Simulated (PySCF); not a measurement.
# H4O4Ta (Ta(O)2(H2O)2+): the cost of one run

Program: PySCF 2.14.0. Level of theory: BP86, Ta def2-SVP with ECP60, O def2-SVP, H def2-SVP; scalar-relativistic core potentials, no spin–orbit coupling. These are calculated values, not measurements.

3 further runs of the same task are left out: 2 for a known fault of the program, 1 that didn't finish.

**1. The system as given**

9 atoms, charge 1, spin multiplicity 1.

Bond lengths: Ta1–O2 1.733 Å, Ta1–O3 1.733 Å, O4–H5 0.982 Å, O4–H6 0.982 Å, O7–H8 0.982 Å, O7–H9 0.982 Å. Angles: O2–Ta1–O3 103.5°, H5–O4–H6 103.6°, H8–O7–H9 103.6°.

As a file:

```xyz
9
charge 1, multiplicity 1
Ta    0.2009    0.2009    0.0000
O     1.9218   -0.0026    0.0000
O    -0.0026    1.9218    0.0000
O    -2.2117   -0.1106    0.0000
H    -2.7590    0.1529    0.7714
H    -2.7590    0.1529   -0.7714
O    -0.1106   -2.2117    0.0000
H     0.1529   -2.7590    0.7714
H     0.1529   -2.7590   -0.7714
```

Formal oxidation states: Ta +5. An earlier session relaxed this geometry at BP86, Ta def2-SVP with ECP60, O def2-SVP, H def2-SVP (singlet, point group C2v). Its vibrations showed it to be a saddle point, relaxed within its symmetry.

Its energy there is -360.027453 Eh.

**2. Atoms moved at random, σ = 0.06 Å**

File run.py (the lines that set the calculation):

```python
mol = gto.M(atom='''
Ta     0.21690     0.19850     0.00982
O      1.94265    -0.05017     0.02038
O     -0.01001     1.88967    -0.09769
O     -2.27074    -0.04254    -0.06221
H     -2.79575     0.18979     0.87262
H     -2.76886     0.18505    -0.75757
O     -0.09105    -2.22682     0.04519
H      0.25111    -2.75221     0.74872
H      0.11148    -2.80553    -0.77925''',
    basis={'Ta': 'def2-SVP', 'O': 'def2-SVP', 'H': 'def2-SVP'},
    ecp={'Ta': 'def2-SVP'},
    charge=1, spin=0)
mf = dft.RKS(mol, xc='B88,P86')
mf.grids.atom_grid = (50, 194)
mf = mf.density_fit()  # fitting sets: Ta def2-universal-JKFIT, O def2-universal-JKFIT, H def2-universal-JKFIT
mf.conv_tol = 1e-08; mf.max_cycle = 55
mf.kernel(dm0)  # dm0: the density of the relaxed state
```

Command:

```console
$ OMP_NUM_THREADS=2 python run.py
```

**Question.** How long does this run take on 2 threads of Arm Neoverse V2, shared host?

About 4 s.
